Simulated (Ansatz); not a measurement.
AlB2H5, SMILES B[BH][AlH2], an atomisation energy

Program: Ansatz's Python interface.

Typed at the interpreter:
```pycon
>>> from collections import Counter
>>> import ansatz as az
>>> from ase import Atoms
>>> def total_energy(molecule, charge=0, unpaired=0):
...     calc = molecule.calculation().basis(gaussian='cc-pVDZ').correlation('ccsd_t')
...     if charge:
...         calc = calc.charge(charge)
...     if unpaired:
...         calc = calc.spin('collinear', total=unpaired)
...     report = calc.run(threads=1, pin='off').report
...     if report['published_state_doubts']:
...         print('  doubts:', report['published_state_doubts'])
...     return report['free_energy_ev']
...
>>> atoms = Atoms(['B', 'B', 'Al', 'H', 'H', 'H', 'H', 'H'], positions=[
...     (-1.1978, 0.6548, -0.753),
...     (0.0992, 0.6979, 0.1953),
...     (1.0593, -1.0656, 0.5844),
...     (-1.5742, -0.3009, -1.2277),
...     (-1.8062, 1.7062, -1.0094),
...     (0.5008, 1.7303, 0.6516),
...     (0.5802, -2.4354, -0.0156),
...     (2.4309, -1.0444, 1.5186),
... ])
>>> system = az.Crystal.molecule_from_ase(atoms)
>>> unpaired = {'B': 1, 'Al': 1, 'H': 1}
>>> counts = Counter(site.symbol for site in system.cartesian_sites)
>>> atom_energy = {s: total_energy(az.Crystal.molecule().atom(s, (0, 0, 0)), 0, unpaired[s]) for s in counts}
>>> whole = total_energy(system, 0, 0)
>>> for s, e in atom_energy.items():
...     print(f'{s:2s} x{counts[s]}  {e:14.5f} eV')
...
B  x2      -669.11186 eV
Al x1     -6583.01307 eV
H  x5       -13.58606 eV
>>> print(f'AlB2H5: {whole:.5f} eV')
AlB2H5: -8009.70483 eV
>>> split = sum(counts[s] * e for s, e in atom_energy.items()) - whole
>>> print(f'atomisation energy (no zero-point term): {23.060548 * split:.1f} kcal/mol, {split / sum(counts.values()):.3f} eV an atom')
atomisation energy (no zero-point term): 473.6 kcal/mol, 2.567 eV an atom
```

473.6 kcal/mol from the electronic energies, without the zero-point term.

Notes:
- Total energies depend on the basis set; only differences at equal settings carry meaning.
- The geometry is a force-field or estimated start, not a minimum of this method, and the basis set is short of its limit. All parts are taken at fixed geometry, without zero-point energy.
- In double-zeta sets correlated atomisation energies come out some 10 to 15 % low.
- For Al to Cl the sets with a tight d function, cc-pV(X+d)Z, are usual.
- The whole script took 2.8 s on 1 thread of AMD EPYC 7R43 64-Core Processor (Zen 3) (shared host), peak memory 0.26 GiB.
